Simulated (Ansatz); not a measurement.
# AlFH₃NO: up Jacob's ladder to CCSD(T)

An exercise on one series of results from a longer session: the logs are not shown, and one member is left open.

Computed with Ansatz 0.2.0, Gaussian basis. Level: functionals in def2-TZVPP, the program's frozen cores in correlated methods.

Plan: LDA (SPW92), PBE-D4, revPBE-D4, BLYP-D4, r2SCAN-D4, B97M-V, PBE0-D4, B3LYP-D4, r2SCANh-D4, r2SCAN0-D4, HSE06-D4, BHLYP-D4, CAM-B3LYP-D4, LC-ωPBE, ωB97X-V, ωB97M-V, B2PLYP, PBE-QIDH; CCSD(T)/def2-SVP; CCSD(T)/def2-TZVPP; MP2/def2-QZVPP; extrapolation to the limit; RPA on PBE.

1 further run of the same task is left out (it didn't finish).

### Structure used throughout

The geometry comes from an earlier relaxation with PBE0-D4 in a triple-zeta def2 set; it is a stationary point, not always the lowest conformer.

SMILES `[NH2][Al]([OH])[F]`, 7 atoms, charge 0, spin multiplicity 1.

Atoms are counted from 1 here; the program's logs count them from 0.

Bond lengths: N1–Al2 1.755 Å, N1–H5 1.006 Å, N1–H6 1.006 Å, Al2–O3 1.685 Å, Al2–F4 1.644 Å, O3–H7 0.954 Å. Angles: Al2–N1–H5 123.7°, Al2–N1–H6 125.7°, H5–N1–H6 110.6°, N1–Al2–O3 124.9°, N1–Al2–F4 118.1°, O3–Al2–F4 117.0°, Al2–O3–H7 124.9°.

As a file:

| atom | x (Å) | y (Å) | z (Å) |
| --- | --- | --- | --- |
| N1 | -0.5698 | 0.9268 | -0.5308 |
| Al2 | -0.1333 | -0.6300 | 0.1518 |
| O3 | 1.3684 | -1.0042 | 0.8190 |
| F4 | -1.2656 | -1.8221 | 0.1465 |
| H5 | -1.4732 | 1.1302 | -0.9251 |
| H6 | 0.0296 | 1.7323 | -0.5867 |
| H7 | 2.1052 | -0.4010 | 0.8795 |

The first run:

in.yaml reads:

```yaml
crystal:
  periodic: [false, false, false]
  atoms:
    - {symbol: N, position_ang: [-0.569823, 0.926761, -0.530838]}
    - {symbol: Al, position_ang: [-0.133294, -0.629950, 0.151840]}
    - {symbol: O, position_ang: [1.368415, -1.004238, 0.819044]}
    - {symbol: F, position_ang: [-1.265566, -1.822122, 0.146513]}
    - {symbol: H, position_ang: [-1.473235, 1.130153, -0.925108]}
    - {symbol: H, position_ang: [0.029554, 1.732253, -0.586694]}
    - {symbol: H, position_ang: [2.105150, -0.400958, 0.879542]}
basis:
  gaussian: {orbitals: def2-TZVPP}
hamiltonian: {xc: lda}
output: {orbitals: {seedname: orbitals}}
```

Steps of the session up to this table: LDA; PBE-D4 (GGA); revPBE-D4 (GGA); BLYP-D4 (GGA); r2SCAN-D4 (meta-GGA); B97M-V (meta-GGA); PBE0-D4 (hybrid); B3LYP-D4 (hybrid); r2SCANh-D4 (hybrid); r2SCAN0-D4 (hybrid); HSE06-D4 (hybrid); BHLYP-D4 (hybrid); CAM-B3LYP-D4 (range-separated); LC-ωPBE-D4 (range-separated; the results give it without D4); ωB97X-V (range-separated); ωB97M-V (range-separated); B2PLYP (double hybrid); PBE-QIDH (double hybrid).

One table of the session follows, with a row left open; its other results are not shown here.

It belongs to the step «Orbital energies across the functionals». 

| functional | HOMO (eV) | gap (eV) |
| --- | --- | --- |
| LDA (SPW92) | -6.45 | 4.97 |
| PBE-D4 | -6.24 | 4.98 |
| revPBE-D4 | -6.17 | 5.02 |
| BLYP-D4 | -6.12 | 4.85 |
| r2SCAN-D4 | -6.55 | 5.83 |
| B97M-V | -6.58 | 5.48 |
| PBE0-D4 | -7.71 | 7.29 |
| B3LYP-D4 | -7.46 | 6.69 |
| r2SCANh-D4 | -7.10 | 6.64 |
| r2SCAN0-D4 | -7.93 | 7.84 |
| HSE06-D4 | -7.30 | 6.51 |
| BHLYP-D4 | -9.09 | 9.31 |
| CAM-B3LYP-D4 | -9.20 | 9.57 |
| LC-ωPBE | ? | ? |
| ωB97X-V | -10.23 | 11.72 |
| ωB97M-V | -10.12 | 11.23 |

Estimate the missing values for LC-ωPBE.

**Answer.** HOMO (eV): -10.65; gap (eV): 12.37. In the column «HOMO (eV)» it is the lowest.
